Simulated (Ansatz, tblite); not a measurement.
**Si(NMeEt)Cl3 (C3H8Cl3NSi): rung by rung**

One table from this session's results is given with a row withheld; the runs are named, their logs left out.

Computed with Ansatz 0.2.0, Gaussian basis. Level: as each input shows.

Levels to be run: GFN1-xTB, GFN2-xTB, PBE-D4/def2-TZVP, r2SCAN-D4/def2-TZVP, CAM-B3LYP-D4/def2-TZVP, r2SCANh-D4/def2-TZVP, revPBE-D4/def2-TZVP, PBE-D4/def2-SVP, PBE0-D4/def2-SVP, HF/STO-3G, MP2/def2-TZVP, RPA/def2-TZVP.

2 further runs of the same task are left out: 2 set aside as unsound or not needed.

### The relaxed structure

The singlet was relaxed beforehand with PBE-D4/def2-SVP.

16 atoms, charge 0, spin multiplicity 1.

Bond lengths: C1–N7 1.459 Å, C1–H9 1.113 Å, C1–H10 1.114 Å, C1–H11 1.107 Å, C2–C3 1.532 Å, C2–N7 1.468 Å, C2–H12 1.114 Å, C2–H13 1.110 Å, C3–H14 1.109 Å, C3–H15 1.109 Å, C3–H16 1.109 Å, Cl4–Si8 2.080 Å, Cl5–Si8 2.066 Å, Cl6–Si8 2.067 Å, N7–Si8 1.719 Å. Angles: N7–C1–H9 109.8°, N7–C1–H10 113.1°, N7–C1–H11 110.4°, H9–C1–H10 107.9°, H9–C1–H11 107.6°, H10–C1–H11 107.9°, C3–C2–N7 114.7°, C3–C2–H12 110.1°, C3–C2–H13 109.8°, N7–C2–H12 107.5°, N7–C2–H13 108.3°, H12–C2–H13 106.0°, C2–C3–H14 110.5°, C2–C3–H15 110.9°, C2–C3–H16 111.9°, H14–C3–H15 108.1°, H14–C3–H16 107.4°, H15–C3–H16 107.8° and more.

PBE0-D4/def2-TZVP was run before; its log isn't repeated, and its numbers join the tables.

Set-up of the first run:

Tight binding, by tblite at 300 K electronic temperature and without a spin-polarisation term:

```python
tblite.interface.Calculator('GFN1-xTB', numbers, positions, charge=0, uhf=0).singlepoint()
```

Tight binding, by tblite at 300 K electronic temperature and without a spin-polarisation term:

```python
tblite.interface.Calculator('GFN2-xTB', numbers, positions, charge=0, uhf=0).singlepoint()
```

start.molden holds the orbitals of an earlier run on this state, given as this run's starting guess.

Input file in.yaml:

```yaml
crystal:
  periodic: [false, false, false]
  atoms:
    - {symbol: C, position_ang: [0.284573, 1.531744, 0.694236]}
    - {symbol: C, position_ang: [-0.746236, -0.712891, 0.548573]}
    - {symbol: C, position_ang: [0.390956, -1.616424, 1.034579]}
    - {symbol: Cl, position_ang: [1.682668, -0.329034, -2.515444]}
    - {symbol: Cl, position_ang: [-0.138752, 2.457686, -2.551360]}
    - {symbol: Cl, position_ang: [-1.624730, -0.564204, -2.749038]}
    - {symbol: N, position_ang: [-0.309209, 0.501881, -0.150867]}
    - {symbol: Si, position_ang: [-0.102576, 0.511950, -1.857110]}
    - {symbol: H, position_ang: [-0.417784, 1.797142, 1.515423]}
    - {symbol: H, position_ang: [1.247449, 1.216369, 1.157007]}
    - {symbol: H, position_ang: [0.475036, 2.449880, 0.106554]}
    - {symbol: H, position_ang: [-1.378496, -0.395482, 1.409604]}
    - {symbol: H, position_ang: [-1.415989, -1.282016, -0.128680]}
    - {symbol: H, position_ang: [-0.016516, -2.504817, 1.558358]}
    - {symbol: H, position_ang: [1.007564, -1.969892, 0.183520]}
    - {symbol: H, position_ang: [1.062023, -1.091880, 1.744656]}
basis:
  gaussian: {orbitals: def2-TZVP, initial_orbitals: start.molden}
hamiltonian: {xc: pbe, dispersion: d4}
scf: {omitted_lower_state_checks: [starts]}
output: {forces: true, orbitals: {seedname: orbitals}}
```

The run is started by

```
$ ansatz run in.yaml --threads 4 --pin off --events-out ev --progress --plain --max-ram 4787MiB
```

Steps of the session up to this table: PBE-D4/def2-TZVP; r2SCAN-D4/def2-TZVP; CAM-B3LYP-D4/def2-TZVP; r2SCANh-D4/def2-TZVP; revPBE-D4/def2-TZVP; PBE-D4/def2-SVP; PBE0-D4/def2-SVP; HF/STO-3G; MP2/def2-TZVP; RPA/def2-TZVP.

One table of the session follows, with a row left open; its other results are not shown here.

It belongs to the step «Binding energy». 

```
                 level  binding an atom (eV)
             HF/STO-3G                 3.439
          HF/def2-TZVP                 2.854
       PBE-D4/def2-SVP                 4.000
      PBE-D4/def2-TZVP                 3.979
   revPBE-D4/def2-TZVP                 3.891
   r2SCAN-D4/def2-TZVP                 3.908
  r2SCANh-D4/def2-TZVP                 3.888
      PBE0-D4/def2-SVP                 3.942
     PBE0-D4/def2-TZVP                 3.922
CAM-B3LYP-D4/def2-TZVP                     ?
         MP2/def2-TZVP                 3.829
```

**Question.** Estimate the row for CAM-B3LYP-D4/def2-TZVP.

The run gave: binding an atom (eV): 3.899. In the column «binding an atom (eV)» it lies between revPBE-D4/def2-TZVP (3.891) and r2SCAN-D4/def2-TZVP (3.908).

Caveats from the session: Free atoms were run apart at each level; binding is atoms less cluster, divided by the number of atoms, without zero-point or spin-orbit terms.
